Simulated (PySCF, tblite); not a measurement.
**C5H4N3O radical: geometry, infrared bands and EPR parameters**

Wanted: the infrared bands and EPR parameters of C5H4N3O radical (`[H]/N=[C]\C(C#N)(C#N)OC`), by calculation.

Computed with tblite 0.8.0 and PySCF 2.14.0, with density-fitted response routines of our own, on a single molecule in the gas phase. Atoms count from 0, in the outputs and in this text.

### Step 1. The molecule as given

13 atoms, charge 0, multiplicity 2; geometry from: force field or distance geometry start.

Bonds of the start (Å): C0–O1 1.44, O1–C2 1.45, C2–C3 1.51, C3–N4 1.17, C2–C5 1.49, C5–N6 1.16, C2–C7 1.48, C7–N8 1.16, C0–H9 1.09, C0–H10 1.09, C0–H11 1.08, N4–H12 1.03.

### Step 2. Optimising the geometry with GFN2-xTB

What the job is given:

```
{"job": {"kind": "relax", "xc": "GFN2-xTB", "basis": "xTB"}, "charge": 0, "multiplicity": 2}
C      1.817000    -0.509700    -0.390300
O      0.773300     0.481300    -0.391400
C     -0.501000     0.029100     0.144500
C     -1.412500     1.230800     0.038400
N     -2.122100     2.157800    -0.019600
C     -1.071200    -1.071100    -0.684600
N     -1.468500    -1.945400    -1.333700
C     -0.386600    -0.378400     1.565600
N     -0.264500    -0.727200     2.667800
H      1.541000    -1.355700    -1.023200
H      2.037600    -0.850600     0.621000
H      2.705300    -0.046100    -0.800300
H     -1.651900     2.985700    -0.411900
```

On the command line:

```
$ OMP_NUM_THREADS=1 python probes_run.py task.json out
```

This one command runs all jobs of the session in turn.

Standard output:

```text
step      E/eV     max force
  0    -689.33623    7.608
  1    -688.91933    8.589
  2    -689.53077    3.695
  3    -689.00345   14.407
  4    -689.70243    1.413
  5    -689.73663    0.753
  6    -689.80158    0.786
  7    -689.80770    1.751
  8    -689.83674    0.589
  9    -689.84909    0.398
 10    -689.86508    0.409
 11    -689.87182    0.372
 12    -689.88033    0.248
 13    -689.88554    0.209
 14    -689.89038    0.227
 15    -689.89636    0.324
 16    -689.90523    0.348
 17    -689.91502    0.356
 18    -689.92220    0.227
 19    -689.92759    0.216
 20    -689.93262    0.321
 21    -689.93907    0.394
 22    -689.94754    0.440
 23    -689.95551    0.298
 24    -689.96179    0.245
 25    -689.96662    0.177
 26    -689.97095    0.209
 27    -689.97558    0.220
 28    -689.97965    0.191
 29    -689.98508    0.248
 30    -689.98962    0.282
 31    -689.99366    0.189
 32    -689.99532    0.093
 33    -689.99590    0.068
 34    -689.99624    0.073
 35    -689.99669    0.072
 36    -689.99720    0.056
 37    -689.99756    0.046
 38    -689.99790    0.060
 39    -689.99829    0.070
 40    -689.99889    0.121
 41    -689.99977    0.117
 42    -690.00065    0.079
 43    -690.00125    0.058
 44    -690.00162    0.088
 45    -690.00192    0.108
 46    -690.00215    0.086
 47    -690.00227    0.042
 48    -690.00230    0.017
 49    -690.00230    0.009
```

It took 1.2 s on 1 thread of Intel Xeon at 2.50GHz, shared host; peak memory 0.18 GiB.

Step by step: (not every step is listed) (the energy doesn't fall at every step)

```tsv
step	energy from step 0 (eV)	largest force (eV/Å)
0	0.0000	7.6076
1	0.4169	8.5886
2	-0.1945	3.6954
3	0.3328	14.4071
4	-0.3662	1.4127
5	-0.4004	0.7527
6	-0.4653	0.7858
7	-0.4715	1.7505
8	-0.5005	0.5893
11	-0.5356	0.3717
14	-0.5542	0.2274
17	-0.5788	0.3560
20	-0.5964	0.3207
23	-0.6193	0.2984
26	-0.6347	0.2089
29	-0.6489	0.2483
32	-0.6591	0.0929
35	-0.6605	0.0721
38	-0.6617	0.0601
41	-0.6635	0.1171
44	-0.6654	0.0878
45	-0.6657	0.1076
46	-0.6659	0.0861
47	-0.6660	0.0418
48	-0.6661	0.0166
49	-0.6661	0.0091
```

Close pairs (by a distance rule), those that changed most:

```tsv
bond	before (Å)	after (Å)	change (Å)
C3–N4	1.169	1.206	+0.037
O1–C2	1.454	1.424	-0.030
C2–C5	1.491	1.463	-0.028
C0–O1	1.439	1.414	-0.025
C7–N8	1.163	1.141	-0.021
C2–C7	1.483	1.463	-0.020
C5–N6	1.159	1.141	-0.018
N4–H12	1.030	1.017	-0.012
```

The final coordinates are the input of the step that follows.

### Step 3. Harmonic vibrations with GFN2-xTB

What the job is given:

```
{"job": {"kind": "ir", "xc": "GFN2-xTB", "basis": "xTB"}, "charge": 0, "multiplicity": 2}
C      1.703622    -0.357330    -0.404940
O      0.604091     0.529464    -0.345746
C     -0.592613    -0.030877     0.185300
C     -1.667148     1.026609     0.186331
N     -1.759959     2.184401    -0.137853
C     -1.081836    -1.153629    -0.614623
N     -1.429034    -2.025062    -1.264755
C     -0.426307    -0.487019     1.565145
N     -0.255052    -0.830049     2.640127
H      1.491938    -1.215837    -1.050865
H      1.987678    -0.711667     0.591491
H      2.517299     0.226985    -0.829575
H     -1.097067     2.844498    -0.537766
```

Standard output:

```text
mode    cm-1     km/mol
  1      47.3      3.23
  2      77.3      4.41
  3     101.5      5.50
  4     135.8      8.49
  5     148.9      7.08
  6     149.1      0.65
  7     195.2      0.82
  8     276.0     40.91
  9     322.3      3.80
 10     439.1     16.44
 11     461.5      3.85
 12     512.4      3.01
 13     544.9      1.81
 14     583.2     16.08
 15     641.1     76.11
 16     695.0     10.05
 17     821.0    274.16
 18     936.5     68.18
 19    1020.0      7.28
 20    1051.5     79.73
 21    1051.8      5.89
 22    1132.4      4.78
 23    1165.0     10.36
 24    1403.2      0.45
 25    1461.0     10.66
 26    1476.7      4.55
 27    1943.6    182.02
 28    2385.6    209.16
 29    2405.9    102.94
 30    2941.3     29.89
 31    2953.7     26.17
 32    3037.5      5.83
 33    3207.9      4.45
```

Run time: 1.4 s. Hardware: 1 thread of Intel Xeon at 2.50GHz, shared host; peak memory 0.18 GiB.

Which atoms move in the most intense modes:

```tsv
cm⁻¹	km/mol	atoms
276	40.9	C3 19 %, C5 16 %, C7 15 %, O1 14 %
641	76.1	H12 49 %, C3 26 %, N4 18 %
821	274.2	H12 73 %, N4 11 %
936	68.2	C2 68 %
1052	79.7	O1 41 %, C0 27 %, C2 26 %
1944	182.0	C3 57 %, N4 41 %
2386	209.2	C5 30 %, C7 29 %, N6 21 %, N8 20 %
2406	102.9	C7 30 %, C5 29 %, N8 20 %, N6 20 %
```

### Step 4. EPR parameters: B3LYP/pcH-1

Same as in step 3 but for these lines:

```diff
@@ -1,2 +1,2 @@
-{"job": {"kind": "ir", "xc": "GFN2-xTB", "basis": "xTB"}, "charge": 0, "multiplicity": 2}
+{"job": {"kind": "epr", "basis": "pcH-1"}, "charge": 0, "multiplicity": 2}
 C      1.703622    -0.357330    -0.404940
```

Method: UKS B3LYP, pcH-1 on C H N O, non-relativistic, mean-field spin-orbit, GIAO.

Standard output:

```text
UKS, coarse grid
  cycle   1  E = -432.08439308  |g| = 6.73e-01
  cycle   2  E = -431.09258120  |g| = 1.70e+00
  cycle   3  E = -432.25485411  |g| = 2.01e-01
  cycle   4  E = -432.26644117  |g| = 1.09e-01
  cycle   5  E = -432.27091955  |g| = 2.30e-02
  cycle   6  E = -432.27114101  |g| = 5.99e-03
  cycle   7  E = -432.27115758  |g| = 4.09e-03
  cycle   8  E = -432.27116608  |g| = 1.83e-03
  cycle   9  E = -432.27116903  |g| = 7.75e-04
UKS, final grid
  cycle   1  E = -432.27114455  |g| = 1.15e-03
  cycle   2  E = -432.27114268  |g| = 2.51e-03
  cycle   3  E = -432.27114532  |g| = 2.20e-04
  cycle   4  E = -432.27114537  |g| = 1.44e-04
  cycle   5  E = -432.27114540  |g| = 1.70e-04
  cycle   6  E = -432.27114542  |g| = 3.78e-05
  cycle   7  E = -432.27114542  |g| = 1.15e-05
E = -432.27114542 Eh   <S^2> = 0.7542 (exact 0.7500)
g shifts (ppm)      1          2          3
  rmc          -197       -197       -197
  gc             18         51        -95
  oz_so       -2787         -7       1236
  total       -2967       -153        945
hyperfine (MHz)  atom isotope    a_iso     a_fc   dipolar eigenvalues
    0   13C       9.76       9.76     -1.48     -1.38      2.86
    1   17O     -32.93     -32.93     -7.77      3.71      4.05
    2   13C     166.60     166.60    -11.77    -10.44     22.21
    3   13C     535.82     535.82    -49.05    -42.24     91.29
    4   14N     122.96     122.96    -12.58     -7.78     20.36
    5   13C      -3.60      -3.60     -1.68     -0.90      2.58
    6   14N       0.08       0.08     -0.71      0.14      0.58
    7   13C      -3.60      -3.60     -1.68     -0.90      2.58
    8   14N       0.08       0.08     -0.71      0.14      0.58
    9    1H      -0.55      -0.55     -1.56     -0.92      2.47
   10    1H      -0.55      -0.55     -1.55     -0.92      2.47
   11    1H       7.13       7.13     -1.33     -0.46      1.79
   12    1H     205.64     205.64    -11.80     -5.66     17.46
```

Wall time 3.1 min (1 thread of Intel Xeon at 2.50GHz, shared host); peak memory 1.1 GiB.

Principal g values 1.99935, 2.00217, 2.00326; g(iso) = 2.00159, against 2.00232 for a free electron.

Mean a(iso) over the nuclei that a row names, and the largest dipolar term of the row (other rows stand at the frozen geometry):

```tsv
nuclei	isotope	a(iso) (MHz)	a(iso) (G, at g = 2.0023)	largest dipolar term (MHz)
C3	13C	535.8	191.2	91.3
H12	1H	205.6	73.4	17.5
C2	13C	166.6	59.4	22.2
N4	14N	123.0	43.9	20.4
O1	17O	-32.9	-11.7	-7.8
C0	13C	9.8	3.5	2.9
C5, C7	13C	-3.6	-1.3	2.6
H9, H10, H11	1H	2.0	0.7	2.5
N6, N8	14N	0.1	0.0	-0.7
```

Mulliken spin populations:

C0 0.01; O1 0.01; C2 0.03; C3 0.67; N4 0.18; C5 0.00; N6 0.00; C7 0.00; N8 0.00; H9 0.00; H10 0.00; H11 0.00; H12 0.09

In first order the couplings over 0.8 MHz of 1H, 14N give 24 distinct lines over 163.3 G, if the averaged nuclei exchange fast.

Orbitals, density, ELF and potential are computed afterwards from the orbital file.

ELF in a plane through or near 7 of the atoms.

Ten even steps from ' ' (0.00) to '@' (1.00):
```
                                                        
                                                        
                                                        
            ..##@@@@**                ::--..            
          ..**@@@@@@%%              **@@@@##==          
          --%%@@@@@@@@..  --==::    %%@@@@@@**          
          ..++@@@@@@%%..::##%%++..  ##@@@@@@**::..      
            ..++%%**++++****%%**..  ==##%%%%%%##++..    
              --==....####..**--..::##%%::--@@@@##--    
              --****====++##%%++****--++####%%%%**::    
              ::==++--  ..++::--##%%##++**==----::      
                ....    ..==::::++%%****%%++::          
                          ::==--::::%%@@@@##==          
                            ....    --##%%##==          
                                      ..==--..          
                                                        
                                                        
                                                        
                                                        
                                                        
```
The map spans 10.6 Å across and 8.9 Å up, centred on the molecule. Atoms in the plane (x, y in Å): C0 (-1.6, 0.8), O1 (-0.2, 0.9), C2 (0.5, -0.4), C3 (2.0, -0.2), N4 (2.7, 0.8), H11 (-1.9, 1.8), H12 (2.5, 1.8).

log10 of the density (e/Å³) in the same plane.

Ten even steps from ' ' (-4.0) to '@' (1.5):
```
                                                        
                                                        
              ..........            ..........          
          ..::----==--::::..........::------::..        
        ..::--==++++++==--------::--====++====--..      
        ::--==++**##**++==++++==--==++++****++==::..    
        ::--==**######********++====++**####**++--::..  
      ..::--==**##########%%%%**++++**##%%####++==--::  
      ..::--==**##%%%%##%%@@%%******####@@%%##**==--::  
        ::--==**######**##############%%%%####++==--::  
        ::--==++******++**##%%%%####@@@@##**++++==::..  
        ..::--========++++**%%%%########**++++==--..    
          ..::::------==++********++****++====--..      
              ..::::--====++++++++==========--::..      
                ..::----==========----------::..        
                  ..::----====------::::::....          
                    ..::::----::::::....                
                        ..........                      
                                                        
                                                        
```
The map spans 10.6 Å across and 8.9 Å up, centred on the molecule. Atoms in the plane (x, y in Å): C0 (-1.6, 0.8), O1 (-0.2, 0.9), C2 (0.5, -0.4), C3 (2.0, -0.2), N4 (2.7, 0.8), H11 (-1.9, 1.8), H12 (2.5, 1.8).

On the surface of density 0.002 e/bohr³ the electrostatic potential runs, from the 1st to the 99th percentile, from -1.31 V near N6 to 2.21 V near H12.

The spin density lies nearest to C3 56 %; N4 20 %; H12 9 %; C2 9 %.

### Step 5. Summary of results

```
                                 quantity                 value
strongest single infrared mode (GFN2-xTB)  821 cm⁻¹, 274 km/mol
             zero-point energy (GFN2-xTB)         51.1 kcal/mol
                           g(iso) (B3LYP)               2.00159
                                     ⟨S²⟩    0.754 (exact 0.75)
       largest a(iso) (averaged by class)  13C on C3, 535.8 MHz
    surface potential, 1st and 99th percentile    -1.31 V and 2.21 V
```

In words: The optimisation took 49 steps and gained 0.666 eV; among the close pairs (by a distance rule), C3–N4 changed most, from 1.169 to 1.206 Å. No mode is imaginary among the 33: a minimum at this level. The strongest single mode, at 821 cm⁻¹, moves mainly H12. Unscaled tight-binding wavenumbers are off by several per cent, some by more. Its intensities can rank the bands wrongly. C3 carries the largest spin population, 0.67 e. The isotropic g lies 0.7 ppt below the free-electron value.
